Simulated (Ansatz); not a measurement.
The system is TlMoS2.

```
Tl Mo S
1.0
     1.93711    1.11839    7.03243
    -1.93711    1.11839    7.03243
     0.00000   -2.23678    7.03243
Tl Mo S
1 1 2
Cartesian
  0.0000 0.0000 10.5486
  0.0000 0.0000 0.0000
  0.0000 0.0000 5.6266
  0.0000 0.0000 15.4706
```

The cell comes from a database or a generator and needn't be the stable form of this composition.

Base run:

- Program: Ansatz 0.2.0
- Functional: PBEsol
- Potentials or basis: Ansatz PAW
- Cutoff: 420 eV (not typed: the program's choice for these potentials)
- k mesh: 6 × 6 × 6
- Occupations: gaussian, width 0.05 eV
- Spin: collinear spin, ferromagnetic start
- Starting moments: [0.0, 1.0, 0.0, 0.0] μB
- Hubbard terms: Mo d U = 2 eV

Its results: band gap on the k mesh 0.54 eV, indirect (least direct gap 0.87 eV); pressure -5.6 GPa; net moment 3.00 μB per cell; site moments Tl -0.01; Mo +2.31; S -0.03 μB; largest force 1.259 eV/Å.

**Question.** The run is repeated on the same cell with these changes: hubbard terms from Mo d U = 2 eV to Mo d U = 8 eV. What comes out?

**Answer.** Band gap on the k mesh 0.05 eV, indirect (least direct gap 0.84 eV); pressure -1.4 GPa; net moment 3.00 μB per cell; site moments Tl -0.04; Mo +2.70; S -0.21 μB; largest force 0.619 eV/Å.

Caveats: the magnetic or orbital state may not be the lowest; spin-orbit coupling is left out, which as a rule narrows the gap of such compounds by several tenths of an eV; the PAW data sets come from PBE, with cores solved anew for the run's functional, which leaves a small shift of forces and pressure; forces of over 1 eV/Å show positions far from the minimum, so gaps and moduli don't describe the material at rest (some runs).

A k mesh can miss the band edges.
